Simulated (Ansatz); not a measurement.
# AlF2H4NSn, SMILES [NH2][SnH2][Al]([F])[F]: vertical spin-state energies

With the Ansatz DFT code, driven from Python.

Run as a notebook:

In [1]:
```python
from dataclasses import dataclass

import ansatz
from ase import Atoms


@dataclass(frozen=True)
class RunConfig:
    basis_set: str = "def2-SVP"
    xc: str = "CAM-B3LYP"
```

In [2]:
```python
settings = RunConfig()
```

In [3]:
```python
atoms = Atoms(["N", "Sn", "Al", "F", "F", "H", "H", "H", "H"], positions=[
    (-1.6729, 0.7136, 0.7858),
    (-0.1708, -0.5964, 0.7853),
    (1.3976, -0.0928, -1.2702),
    (1.7828, -1.3453, -2.5146),
    (2.2378, 1.503, -1.4151),
    (-1.2903, 1.7252, 0.7982),
    (-2.1631, 0.6687, -0.1509),
    (-0.7662, -2.2008, 0.6404),
    (0.7335, -0.4215, 2.3239),
])
molecule = ansatz.Crystal.molecule_from_ase(atoms)

calc = (
    molecule.calculation()
    .basis(gaussian=settings.basis_set)
    .functional(settings.xc)
)
found = {}
for unpaired in [0, 2]:
    data = calc.spin("collinear", total=unpaired).run(threads=1).report
    s = unpaired / 2
    found[unpaired] = data["free_energy_ev"]
    print(f"2S+1 = {unpaired + 1}: E = {found[unpaired]:.5f} eV, <S^2> = {abs(data['mean_field']['state']['spin_squared']):.3f} (pure state {s * (s + 1):.2f})")
lowest = min(found, key=found.get)
for unpaired, e in found.items():
    print(f"multiplicity {unpaired + 1}: {23.060548 * (e - found[lowest]):.1f} kcal/mol above the lowest")
```
```text
2S+1 = 1: E = -19410.30420 eV, <S^2> = 0.000 (pure state 0.00)
2S+1 = 3: E = -19406.33636 eV, <S^2> = 2.017 (pure state 2.00)
multiplicity 1: 0.0 kcal/mol above the lowest
multiplicity 3: 91.5 kcal/mol above the lowest
```

In order: multiplicity 1 (+0.00 eV) and multiplicity 3 (+3.97 eV), all at the one geometry.

What to keep in mind:
- Total energies depend on the basis set; only differences at equal settings carry meaning.
- The geometry is a force-field or estimated start, not a minimum of this method, and the basis set is short of its limit. All parts are taken at fixed geometry, without zero-point energy.
- def2 sets replace the cores of elements past krypton by effective core potentials.
- Spin-orbit coupling, which mixes and shifts the spin states of heavy atoms, is left out.
- It ran for 17 s on 1 thread of Intel(R) Xeon(R) Processor @ 2.30GHz, with other jobs on the host, peak memory 0.51 GiB.
